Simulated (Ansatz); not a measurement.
# GeCl₂ (singlet): from Hartree-Fock to the top rungs, cc-pVTZ

One table from this session's results is given with a row withheld; the runs are named, their logs left out.

Method: cc-pVTZ, core rule «outside noble gas», up to 24 orbitals frozen; program: Ansatz 0.2.0, Gaussian basis.

Plan: UHF; CCSD(T) on RHF; BCCD(T) on RHF; CCSDT(Q) on RHF; CASSCF and NEVPT2, 18 electrons in 12 orbitals.

2 further runs of the same task are left out: 1 that didn't finish, 1 set aside as unsound or not needed.

### What is computed

The geometry is a PBE0/def2-TZVP stationary point (not a proven minimum). No spin-orbit coupling is included. The filled d shell of Ge may be among the frozen orbitals whatever the setting's name suggests; the logs give the count.

3 atoms, charge 0, spin multiplicity 1.

Atoms are counted from 1 here; the program's logs count them from 0.

Bond lengths: Ge1–Cl2 2.182 Å, Ge1–Cl3 2.182 Å. Angles: Cl2–Ge1–Cl3 100.1°.

The first run:

Contents of in.yaml:

```yaml
crystal:
  periodic: [false, false, false]
  atoms:
    - {symbol: Ge, position_ang: [0.000000, -0.691972, 0.000000]}
    - {symbol: Cl, position_ang: [0.000000, 0.708894, -1.673035]}
    - {symbol: Cl, position_ang: [0.000000, 0.708894, 1.673035]}
basis:
  gaussian: {orbitals: cc-pVTZ}
magnetization: {spin_polarized: true, initial_magnetization: 0}
hamiltonian: {xc: hf}
output: {orbitals: {seedname: orbitals}}
```

Launch:

```console
ansatz run in.yaml --threads 1 --pin off --events-out ev --progress --plain --max-ram 4096MiB --backend cpu
```

Steps of the session up to this table: UHF; CCSD(T) on RHF; BCCD(T) on RHF; CCSDT(Q) on RHF; CASSCF and NEVPT2, 18 electrons in 12 orbitals.

One table of the session follows, with a row left open; its other results are not shown here.

It belongs to the step «Misses and costs». 

```
        method  from RCCSDT(Q) (kcal/mol)
           RHF                          ?
          RMP2                     +38.84
         RCCSD                     +15.72
      RCCSD(T)                      +1.52
       BCCD(T)                      +1.43
        RCCSDT                      +0.79
     RCCSDT(Q)                          0
CASSCF valence                    +299.56
NEVPT2 valence                     +64.98
```

Estimate the missing values for RHF.

As computed: from RCCSDT(Q) (kcal/mol): +329.58. In the column «from RCCSDT(Q) (kcal/mol)» it is the highest.

With the free atoms at the same levels and basis (separate runs), the atomisation energy is 7.875 eV at RCCSDT(Q), 7.866 eV at RCCSD(T), 5.603 eV at RHF.
